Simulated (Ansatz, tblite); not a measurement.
# Cyclo-(Me2GeNH)3 (C6H21Ge3N3): rung by rung

The task here is to estimate one member of a computed series from the others.

Program: Ansatz 0.2.0, Gaussian basis. Level of theory: as each input shows. These are calculated values, not measurements.

The runs, in order: GFN1-xTB, GFN2-xTB, PBE-D4/def2-SVP, r2SCAN-D4/def2-SVP, HF/6-31G, B3LYP-D4/6-31G, MP2/def2-SVP.

5 further runs of the same task are left out: 4 that didn't finish, 1 set aside as unsound or not needed. Runs told in other sessions of the task aren't counted.

### The relaxed structure

The geometry is that of the singlet, from an earlier relaxation (PBE-D4/def2-SVP).

33 atoms, charge 0, spin multiplicity 1.

Bond lengths: Ge1–C2 1.964 Å, Ge1–C3 1.972 Å, Ge1–N4 1.860 Å, Ge1–N12 1.855 Å, C2–H13 1.107 Å, C2–H14 1.108 Å, C2–H15 1.109 Å, C3–H16 1.108 Å, C3–H17 1.108 Å, C3–H18 1.109 Å, N4–Ge5 1.869 Å, N4–H19 1.026 Å, Ge5–C6 1.963 Å, Ge5–C7 1.958 Å, Ge5–N8 1.870 Å, C6–H20 1.108 Å, C6–H21 1.108 Å, C6–H22 1.108 Å and more. Angles: C2–Ge1–C3 111.1°, C2–Ge1–N4 111.9°, C2–Ge1–N12 106.6°, C3–Ge1–N4 109.0°, C3–Ge1–N12 113.3°, N4–Ge1–N12 104.8°, Ge1–C2–H13 109.7°, Ge1–C2–H14 110.1°, Ge1–C2–H15 111.1°, H13–C2–H14 108.4°, H13–C2–H15 109.0°, H14–C2–H15 108.4°, Ge1–C3–H16 110.4°, Ge1–C3–H17 110.3°, Ge1–C3–H18 110.8°, H16–C3–H17 108.5°, H16–C3–H18 108.3°, H17–C3–H18 108.5° and more.

Coordinates:

```
Ge    0.3626   -0.1378   -1.8302
C    -0.2577   -1.3825   -3.2174
C     1.9024    0.9205   -2.4617
N    -0.9858    1.0218   -1.2868
Ge   -1.6088    0.9137    0.4717
C    -2.5828    2.5725    0.8648
C    -2.7025   -0.7026    0.6259
N    -0.2106    0.7499    1.7020
Ge    1.0747   -0.5562    1.3955
C     2.8585    0.2510    1.6229
C     0.8319   -2.1070    2.5745
N     0.7412   -1.1610   -0.3295
H    -1.1319   -1.9518   -2.8456
H    -0.5649   -0.8219   -4.1222
H     0.5431   -2.0945   -3.5017
H     2.7153    0.2513   -2.8071
H     2.2933    1.5554   -1.6423
H     1.6086    1.5769   -3.3060
H    -0.8651    1.9847   -1.6204
H    -1.9105    3.4511    0.7961
H    -3.0062    2.5348    1.8875
H    -3.4117    2.7094    0.1427
H    -3.0860   -0.8174    1.6585
H    -3.5530   -0.6668   -0.0822
H    -2.0696   -1.5769    0.3780
H     0.1810    1.6503    2.0001
H     3.6482   -0.5076    1.4536
H     2.9770    0.6545    2.6491
H     3.0051    1.0763    0.8986
H    -0.2064   -2.4817    2.4860
H     1.5323   -2.9237    2.3072
H     1.0133   -1.8200    3.6288
H     0.8650   -2.1649   -0.4903
```

PBE0-D4/def2-SVP was run before; its log isn't repeated, and its numbers join the tables.

Set-up of the first run:

Tight binding, by tblite at 300 K electronic temperature and without a spin-polarisation term:

```python
tblite.interface.Calculator('GFN1-xTB', numbers, positions, charge=0, uhf=0).singlepoint()
```

Tight binding, by tblite at 300 K electronic temperature and without a spin-polarisation term:

```python
tblite.interface.Calculator('GFN2-xTB', numbers, positions, charge=0, uhf=0).singlepoint()
```

start.molden holds the orbitals of an earlier run on this state, given as this run's starting guess.

Input file in.yaml:

```yaml
crystal:
  periodic: [false, false, false]
  atoms:
    - {symbol: Ge, position_ang: [0.362599, -0.137765, -1.830227]}
    - {symbol: C, position_ang: [-0.257709, -1.382533, -3.217426]}
    - {symbol: C, position_ang: [1.902413, 0.920478, -2.461695]}
    - {symbol: N, position_ang: [-0.985774, 1.021762, -1.286839]}
    - {symbol: Ge, position_ang: [-1.608823, 0.913703, 0.471689]}
    - {symbol: C, position_ang: [-2.582801, 2.572515, 0.864774]}
    - {symbol: C, position_ang: [-2.702536, -0.702607, 0.625900]}
    - {symbol: N, position_ang: [-0.210567, 0.749857, 1.702028]}
    - {symbol: Ge, position_ang: [1.074681, -0.556153, 1.395461]}
    - {symbol: C, position_ang: [2.858469, 0.250992, 1.622940]}
    - {symbol: C, position_ang: [0.831908, -2.107001, 2.574455]}
    - {symbol: N, position_ang: [0.741235, -1.160953, -0.329516]}
    - {symbol: H, position_ang: [-1.131894, -1.951770, -2.845602]}
    - {symbol: H, position_ang: [-0.564941, -0.821867, -4.122201]}
    - {symbol: H, position_ang: [0.543117, -2.094524, -3.501721]}
    - {symbol: H, position_ang: [2.715254, 0.251334, -2.807096]}
    - {symbol: H, position_ang: [2.293302, 1.555436, -1.642293]}
    - {symbol: H, position_ang: [1.608636, 1.576856, -3.306026]}
    - {symbol: H, position_ang: [-0.865084, 1.984673, -1.620400]}
    - {symbol: H, position_ang: [-1.910489, 3.451065, 0.796121]}
    - {symbol: H, position_ang: [-3.006210, 2.534800, 1.887498]}
    - {symbol: H, position_ang: [-3.411668, 2.709383, 0.142712]}
    - {symbol: H, position_ang: [-3.085999, -0.817395, 1.658469]}
    - {symbol: H, position_ang: [-3.553036, -0.666774, -0.082206]}
    - {symbol: H, position_ang: [-2.069619, -1.576909, 0.378045]}
    - {symbol: H, position_ang: [0.181017, 1.650344, 2.000081]}
    - {symbol: H, position_ang: [3.648219, -0.507558, 1.453621]}
    - {symbol: H, position_ang: [2.976976, 0.654543, 2.649064]}
    - {symbol: H, position_ang: [3.005134, 1.076304, 0.898640]}
    - {symbol: H, position_ang: [-0.206439, -2.481681, 2.485979]}
    - {symbol: H, position_ang: [1.532332, -2.923702, 2.307234]}
    - {symbol: H, position_ang: [1.013277, -1.819993, 3.628779]}
    - {symbol: H, position_ang: [0.865031, -2.164871, -0.490272]}
basis:
  gaussian: {orbitals: def2-SVP, initial_orbitals: start.molden}
hamiltonian: {xc: pbe, dispersion: d4}
scf: {omitted_lower_state_checks: [starts]}
output: {forces: true, orbitals: {seedname: orbitals}}
```

Run with:

```bash
ansatz run in.yaml --threads 4 --pin off --events-out ev --progress --plain --max-ram 6963MiB
```

Among the steps run: PBE-D4/def2-SVP; r2SCAN-D4/def2-SVP; HF/6-31G; B3LYP-D4/6-31G; MP2/def2-SVP.

One of the session's tables, all rows but one given; the rest of the session is left out.

It belongs to the step «Binding energy». 

| level | binding an atom (eV) |
| --- | --- |
| HF/6-31G | 2.665 |
| HF/def2-SVP | 2.803 |
| PBE-D4/def2-SVP | 3.915 |
| r2SCAN-D4/def2-SVP | ? |
| B3LYP-D4/6-31G | 3.803 |
| PBE0-D4/def2-SVP | 3.867 |
| MP2/def2-SVP | 3.665 |

**Question.** Estimate the row for r2SCAN-D4/def2-SVP.

The run gave: binding an atom (eV): 3.849. In the column «binding an atom (eV)» it lies between B3LYP-D4/6-31G (3.803) and PBE0-D4/def2-SVP (3.867).

To keep in mind: Free atoms were run apart at each level; binding is atoms less cluster, divided by the number of atoms, without zero-point or spin-orbit terms.
